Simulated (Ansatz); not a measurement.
# Ti2CuB2: what a guessed cell relaxes into

Where does this trial cell of Ti2CuB2 go when cell and atoms are let free?

Program: Ansatz 0.2.0. Level of theory: DFT PBE, scalar-relativistic, plane waves, PAW. These are calculated values, not measurements.

**1. Starting point**

Symmetry: R-3m, No. 166, trigonal system. Conventional cell: a = 4.134 Å, b = 4.134 Å, c = 10.096 Å, α = 90.00°, β = 90.00°, γ = 120.00°. Ti (site symmetry 3m) is surrounded by 4 B at 2.15 to 2.39 Å and 1 Cu at 2.21 Å. Cu (site symmetry -3m) has 2 Ti at 2.21 Å as nearest neighbours. Around B (site symmetry 3m) lie 1 B at 1.37 Å.

Structure file:

```
Ti Cu B
1.0
     2.06687    1.19331    3.36541
    -2.06687    1.19331    3.36541
     0.00000   -2.38661    3.36541
Ti Cu B
2 1 2
Direct
  0.78140 0.78140 0.78140
  0.21860 0.21860 0.21860
  0.00000 0.00000 0.00000
  0.56807 0.56807 0.56807
  0.43193 0.43193 0.43193
```

The cell is invented: random cell by space group and Wyckoff sites (R-3m, No. 166). Its size is a rough estimate.

**2. Probe: one point on a coarse mesh**

File input.yaml:

```yaml
crystal:
  lattice:
    - [2.06686807, 1.19330684, 3.36541216]
    - [-2.06686807, 1.19330684, 3.36541216]
    - [0.0, -2.38661368, 3.36541216]
  atoms:
    - { symbol: Ti, position: [0.78139757, 0.78139757, 0.78139757] }
    - { symbol: Ti, position: [0.21860243, 0.21860243, 0.21860243] }
    - { symbol: Cu, position: [0.0, 0.0, 0.0] }
    - { symbol: B, position: [0.56806524, 0.56806524, 0.56806524] }
    - { symbol: B, position: [0.43193476, 0.43193476, 0.43193476] }
basis:
  ecutwfc: 420
kpoints:
  mp_grid: { grid: [6, 6, 6] }
hamiltonian:
  xc: pbe
scf:
  occupations: { method: gaussian, width: 0.1 }
  lower_state_search: "off"
output:
  forces: true
  stress: true
  eigenvalues: true
```

Command:

```bash
> ansatz run input.yaml --threads 1 --pin off --max-ram 2560MiB --backend cpu --events-out ev --progress --plain --runs-dir out
```

Further runs follow: coarse relaxation; spin check on a coarse mesh; final relaxation.

What does the calculation give? Wanted: conventional cell; volume; energy over the elements; gap on the mesh.

As calculated:

```
                              quantity                                                                        value
symmetry at the end (tolerance 0.05 Å)                                                   space group R-3m (No. 166)
                     conventional cell  a = 4.048 Å, b = 4.048 Å, c = 11.786 Å, α = 90.00°, β = 90.00°, γ = 120.00°
                                volume                                                                11.15 Å³/atom
              energy over the elements                                                                -0.18 eV/atom
                       gap on the mesh                                                                 none (metal)
```

In words: The space group R-3m (No. 166) is kept, and the volume per atom grows by 12.0 % from the first guess. It lies below the elements, which doesn't yet make it stable: competing phases were not computed in this session. No finished test with a distortion of lower symmetry is shown, so the end may be a saddle point. Other magnetic orders were not searched.
